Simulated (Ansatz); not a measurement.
Run this with Ansatz 0.2.0, Python API and show what comes out.

Script `cas_bh3sesi.py`:
```python
# -*- coding: utf-8 -*-
import ansatz as az

GEOMETRY = '''
B    -0.56670   -0.95740   -0.53420
Si    0.52500    0.52020    0.24250
Se   -1.47340    1.02540   -0.32340
H    -0.74230   -2.05910   -0.42740
H     1.56370    1.01520   -0.69400
H     0.73570    0.39170    1.69040
'''

molecule = az.Crystal.molecule()
for line in GEOMETRY.strip().splitlines():
    symbol, *xyz = line.split()
    molecule = molecule.atom(symbol, [float(v) for v in xyz])

calc = molecule.calculation().basis(gaussian='def2-SVP').correlation(active_electrons=4, active_orbitals=4)
for method in [None]:
    rep = (calc if method is None else calc.correlation(method)).run(threads=1, backend='cpu').report
    space = rep['configurations']
    state = space['states'][0]
    print(method or 'casscf', f'total {rep["free_energy_ev"] / 27.211386246:.6f} Ha, active-space state {state["energy"]["hartree"]:.6f} Ha, mean field {rep["reference_energy_ev"] / 27.211386246:.6f} Ha')
    print('  determinants', state['n_determinants'], ' natural occupations', [round(n, 3) for n in space['natural_occupations']])
print('effectively unpaired electrons, sum of min(n, 2 - n):', round(sum(min(n, 2 - n) for n in space['natural_occupations']), 3))
```

```console
$ python cas_bh3sesi.py
casscf total -2714.785206 Ha, active-space state -2714.785206 Ha, mean field -2714.751598 Ha
  determinants 36  natural occupations [1.975, 1.949, 0.048, 0.028]
effectively unpaired electrons, sum of min(n, 2 - n): 0.152
```

Total energies depend on the basis set; only differences at equal settings carry meaning. The geometry is a force-field or estimated start, not a minimum of this method, and the basis set is short of its limit. The active space starts as a window about the frontier orbitals and is then optimised, not chosen by chemistry. Wall time of the script: 6 s on 1 thread of Intel(R) Xeon(R) Platinum 8259CL CPU @ 2.50GHz (Skylake/Cascade Lake) (shared host), peak memory 0.24 GiB.

(A comment or docstring line of the script was reworded after the run, the code is as it ran; lines on the test bed's own set-up are left out of the output.)
